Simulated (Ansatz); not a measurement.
# CH5Cl2NSi: basis-set convergence

Aim: see how fast density functionals converge with the basis set for CH5Cl2NSi.

The runs use Ansatz 0.2.0, Gaussian basis; one geometry, several basis sets.

Plan: PBE0-D4/def2-SVP; ωB97M-V/def2-SVP; PBE0-D4/def2-QZVPP; ωB97M-V/def2-QZVPP; the functionals' def2-TZVPP values are taken from earlier runs.

## Step 1: The geometry

An earlier PBE0-D4 in a triple-zeta def2 set relaxation fixed the geometry.

SMILES `C[Si](N)(Cl)Cl`, 10 atoms, charge 0, spin multiplicity 1.

Atoms are counted from 1 here; the program's logs count them from 0.

Bond lengths: C1–Si2 1.845 Å, C1–H6 1.093 Å, C1–H7 1.092 Å, C1–H8 1.091 Å, Si2–N3 1.698 Å, Si2–Cl4 2.049 Å, Si2–Cl5 2.066 Å, N3–H9 1.008 Å, N3–H10 1.008 Å. Angles: Si2–C1–H6 110.3°, Si2–C1–H7 110.1°, Si2–C1–H8 110.4°, H6–C1–H7 108.8°, H6–C1–H8 108.1°, H7–C1–H8 109.1°, C1–Si2–N3 111.6°, C1–Si2–Cl4 111.5°, C1–Si2–Cl5 107.5°, N3–Si2–Cl4 106.1°, N3–Si2–Cl5 113.6°, Cl4–Si2–Cl5 106.3°, Si2–N3–H9 119.6°, Si2–N3–H10 119.7°, H9–N3–H10 111.3°.

## Step 2: PBE0-D4 in def2-SVP

The input, in.yaml:

```yaml
crystal:
  periodic: [false, false, false]
  atoms:
    - {symbol: C, position_ang: [-1.356088, -0.419103, 0.098719]}
    - {symbol: Si, position_ang: [0.261260, 0.300193, -0.421395]}
    - {symbol: N, position_ang: [1.517726, -0.165962, 0.620876]}
    - {symbol: Cl, position_ang: [0.804001, -0.341299, -2.290607]}
    - {symbol: Cl, position_ang: [0.016594, 2.347106, -0.559740]}
    - {symbol: H, position_ang: [-1.613951, -0.081524, 1.105953]}
    - {symbol: H, position_ang: [-1.300766, -1.509349, 0.096545]}
    - {symbol: H, position_ang: [-2.150205, -0.100910, -0.578587]}
    - {symbol: H, position_ang: [2.474746, -0.074274, 0.318920]}
    - {symbol: H, position_ang: [1.429782, -0.005976, 1.612317]}
basis:
  gaussian: {orbitals: def2-SVP}
hamiltonian: {xc: pbe0, dispersion: d4}
output: {orbitals: {seedname: orbitals}}
```

On the command line:

```bash
> ansatz run in.yaml --threads 4 --pin off --events-out ev --progress --plain --max-ram 10444MiB
```

Further steps of the session: ωB97M-V in def2-SVP; PBE0-D4 in def2-QZVPP; ωB97M-V in def2-QZVPP.

Before running them: what should the planned runs give, taken together? Wanted: PBE0-D4: double and triple zeta above quadruple; ωB97M-V: double and triple zeta above quadruple.

As calculated:

| quantity | value |
| --- | --- |
| PBE0-D4: double and triple zeta above quadruple | 15.83, 1.17 eV |
| ωB97M-V: double and triple zeta above quadruple | 15.82, 1.11 eV |

What this shows: PBE0-D4 gains 14.67 eV from double to triple zeta, then 1.17 eV more. These are total energies; as a rule much of such shifts cancels in differences, which this series doesn't test. The LUMO of ωB97M-V is positive and keeps falling with the basis (2.96 to 1.42 eV): an unbound level that the basis holds in place.
